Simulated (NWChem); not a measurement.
**r2SCAN/6-311++G(2d,2p) run of CH3Cl (chloromethane)**

What is the electronic atomisation energy of CH3Cl (chloromethane) at r2SCAN/6-311++G(2d,2p)? 

The calculation is run with NWChem 7.3.0.

8 further runs of the same task are left out: 1 that didn't finish, 7 set aside as unsound or not needed.

### Step 1. Starting point

The species is CH3Cl (5 atoms), meant as a singlet with charge 0. As SMILES, `CCl`. The shape is that of a PBE0-D4/def2-TZVP optimisation.

Bond lengths: C1–Cl2 1.773 Å, C1–H3 1.087 Å, C1–H4 1.088 Å, C1–H5 1.088 Å. Angles: Cl2–C1–H3 108.7°, Cl2–C1–H4 108.7°, Cl2–C1–H5 108.6°, H3–C1–H4 110.3°, H3–C1–H5 110.3°, H4–C1–H5 110.3°.

### Step 2. The energy at r2SCAN/6-311++G(2d,2p) (run 1)

Input file m1.nw:

```
start m1
memory stack 880 mb heap 220 mb global 1100 mb

geometry units atomic noautosym nocenter noautoz
   C  -0.22846789  0.01889726  0.09694295
   Cl  2.77676357 -0.54953236 -1.27084082
   H  -0.53819400 -1.35191007  1.59625166
   H  -1.66295899 -0.18349241 -1.36079178
   H  -0.25284536  1.92695373  0.86001436
end

basis "ao basis" spherical bse
   * library "6-311++G(2d,2p)"
end

dft
   xc r2scan
   mult 1
   grid fine
   convergence energy 1e-08
   maxiter 100
   mulliken
   noprint "final vectors analysis"
end

task dft energy
```

Started as:

```sh
nwchem m1.nw > m1.out
```

The program printed:

```text
[...]
          Wavefunction type:  closed shell.
          No. of atoms     :     5
          No. of electrons :    26
[...]
          Charge           :     0
          Spin multiplicity:     1
[...]
          AO basis - number of functions:    92
[...]
              XC Information
              --------------
                      r^2SCAN Method XC Functional
               r^2SCAN metaGGA Exchange Functional  1.000
                     r^2SCAN Correlation Potential  1.000
[...]
 d= 0,ls=0.0,diis     1   -500.0510665478 -5.52D+02  6.06D-03  6.30D-01     1.5
[...]
 d= 0,ls=0.0,diis     8   -500.0754096833  5.12D-10  1.92D-06  4.93D-08     9.2
         Total DFT energy =     -500.075409683251
      One electron energy =     -790.680966974148
           Coulomb energy =      273.789788922218
    Exchange-Corr. energy =      -34.722518755414
 Nuclear repulsion energy =       51.538287124093
[...]
      Total Density - Mulliken Population Analysis
     ---------------------------------------------
    Atom       Charge   Shell Charges
 -----------   ------   -------------------------------------------------------
    1 C    6     6.12   1.11  0.88  0.62  0.76  1.49  0.37  0.72  0.07  0.02  0.01  0.08
    2 Cl  17    17.09   0.78  1.19  0.90  1.08  0.99  1.08  7.41 -1.51  1.07  2.96  1.27 -0.10 -0.09  0.01  0.05
    3 H    1     0.93   0.27  0.51  0.09  0.01  0.01  0.03
    4 H    1     0.93   0.27  0.51  0.09  0.01  0.01  0.03
    5 H    1     0.93   0.27  0.51  0.09  0.01  0.01  0.03
[...]
```

It took 9.9 s on 1 thread of Intel Xeon 6975P-C (Granite Rapids), shared host; peak memory 0.11 GiB.

### Step 3. The C atom (run 2)

Input file m1.nw:

```
START m1
TITLE "C"
memory total 2200 mb

GEOMETRY units angstroms noautosym nocenter noautoz
  C     0.000000    0.000000    0.000000
END

BASIS spherical bse
  C library "6-311++G(2d,2p)"
END

DFT
  xc r2scan
  mult 3
  grid fine
  convergence energy 1e-08
  iterations 100
  mulliken
  noprint "final vectors analysis"
END

TASK dft
```

Run the same way, it converges to -37.83097 Eh (log not shown).

Run 3 isn't shown in full; the table further down has it.

### Step 4. The H atom (run 4)

Input file struct.nw:

```
start struct
memory stack 880 mb heap 220 mb global 1100 mb

geometry noautosym nocenter noautoz
  H      0.000000     0.000000     0.000000
end

basis spherical bse
  * library "6-311++G(2d,2p)"
end

dft
  xc r2scan
  mult 2
  grid fine
  convergence energy 1e-08
  iterations 100
  mulliken
  print low
end

task dft
```

Run the same way, it converges to -0.49999 Eh (log not shown).

### Step 5. The series

```tsv
run	level	partner	energy (Eh)	wall time
1	r2SCAN/6-311++G(2d,2p)	base	-500.075410	9.9 s
2	U-r2SCAN/6-311++G(2d,2p)	atoms	-37.830972	1 s
3	U-r2SCAN/6-311++G(2d,2p)	atoms	-460.114545	1.8 s
4	U-r2SCAN/6-311++G(2d,2p)	atoms	-0.499993	0.69 s
```

### Step 6. Results

Level: r2SCAN/6-311++G(2d,2p).

| quantity | value |
| --- | --- |
| H atom: total energy | -0.49999 Eh |
| H atom: ⟨S²⟩ | 0.750 |
| electronic atomisation energy | 17.141 eV |

**Reading.** Taking the molecule apart into free atoms costs 17.14 eV (395 kcal/mol), before zero-point energy and without spin-orbit coupling. All runs together took 13 s, the longest 9.9 s.
